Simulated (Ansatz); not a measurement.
SbAs:

```xyz
2
Lattice="1.9514 1.1266 3.7166 -1.9514 1.1266 3.7166 0.0000 -2.2533 3.7166" Properties=species:S:1:pos:R:3 pbc="T T T"
Sb    0.0000    0.0000    8.5954
As    0.0000    0.0000    2.5544
```

The cell is a database's computed one.

The cell isn't the ideal one: strained by -4 %.

| Item | Value |
| --- | --- |
| Program | Ansatz 0.2.0 |
| Task | relaxation of the atoms |
| Functional | PBE |
| Potentials or basis | Ansatz PAW |
| Cutoff | 420 eV (not typed: the program's choice for these potentials) |
| k mesh | 8 × 8 × 8 |
| Occupations | fermi-dirac, width 0.05 eV |
| Spin | no spin polarisation |

At the start: volume 24.51 Å³/atom.

Question: Where does the relaxation end?

Answer: Over 5 steps the energy falls by 17.1 meV/atom; space group R3m (No. 160, to 0.05 Å).

Step by step:
| step | energy change (eV) | largest force (eV/Å) |
| --- | --- | --- |
| 1 | 0.0000 | 0.6937 |
| 2 | -0.0046 | 0.4786 |
| 3 | -0.0325 | 0.1296 |
| 4 | -0.0342 | 0.0197 |
| 5 | -0.0343 | 0.0008 |

Final structure:
```
Sb As
1.0
     1.95141    1.12664    3.71659
    -1.95141    1.12664    3.71659
     0.00000   -2.25329    3.71659
Sb As
1 1
Direct
  0.76616 0.76616 0.76616
  0.23384 0.23384 0.23384
```

Caveat: the thresholds are loose for stress.
